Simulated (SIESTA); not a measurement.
The system is ZrPRu.

```xyz
9
Lattice="6.4544 0.0000 0.0000 -3.2272 5.5897 0.0000 0.0000 0.0000 3.8010" Properties=species:S:1:pos:R:3 pbc="T T T"
Ru   -0.7887    1.3661    1.9005
Ru    1.5774    0.0000    1.9005
Ru    2.4385    4.2236    1.9005
Zr   -1.8849    3.2648    0.0000
Zr    3.7698    0.0000    0.0000
Zr    1.3423    2.3249    0.0000
P     0.0000    0.0000    0.0000
P     0.0000    3.7264    1.9005
P     3.2272    1.8632    1.9005
```

The cell is a database's computed one.

- Program: SIESTA 5.4.2
- Task: single point
- Functional: PBEsol
- Potentials or basis: PseudoDojo 0.4 standard (PBEsol files)
- Basis: DZP (energy shift 0.003 Ry; two zetas on semicore shells)
- Grid cutoff: 800 Ry
- Energy shift: 0.003 Ry
- k mesh: 5 × 5 × 7
- Occupations: fermi-dirac, width 0.05 eV
- Spin: no spin polarisation

On this cell: pressure -2.2 GPa; largest force 0.046 eV/Å; band gap on the k mesh none (metal or under the smearing width).

The same run follows on a disturbed copy (atoms moved at random, drawn with an rms of 0.05 Å):

```xyz
9
Lattice="6.4544 0.0000 0.0000 -3.2272 5.5897 0.0000 0.0000 0.0000 3.8010" Properties=species:S:1:pos:R:3 pbc="T T T"
Ru   -0.8479    1.3510    1.9017
Ru    1.6371   -0.0329    1.9439
Ru    2.4101    4.2650    1.8951
Zr   -1.9091    3.2705    0.0153
Zr    3.7712    0.0109    0.0290
Zr    1.3612    2.3262   -0.0010
P     0.0105   -0.0046   -0.0167
P    -0.0075    3.7796    1.9107
P     3.2298    1.8901    1.8645
```

What changes?

The energy (extrapolated to zero smearing) moves by +18.1 meV/atom; pressure -1.6 GPa; largest force 1.555 eV/Å; band gap on the k mesh none (metal or under the smearing width).

Forces on the atoms (eV/Å):
```
Ru   1.031  0.462 -0.040
Ru  -1.258  0.891 -0.205
Ru   0.381 -0.585 -0.038
Zr   0.302 -0.003 -0.238
Zr   0.058  0.049 -0.362
Zr  -0.504  0.009 -0.072
P    0.112  0.244  0.310
P    0.123 -0.900  0.052
P   -0.242 -0.169  0.594
```

Stress tensor (GPa, compression positive):
```
-2.26  0.07  0.13
 0.07 -0.79 -0.04
 0.13 -0.04 -1.80
```

Caveats: the basis of atomic orbitals isn't converged, which shifts pressures, moduli and gaps.
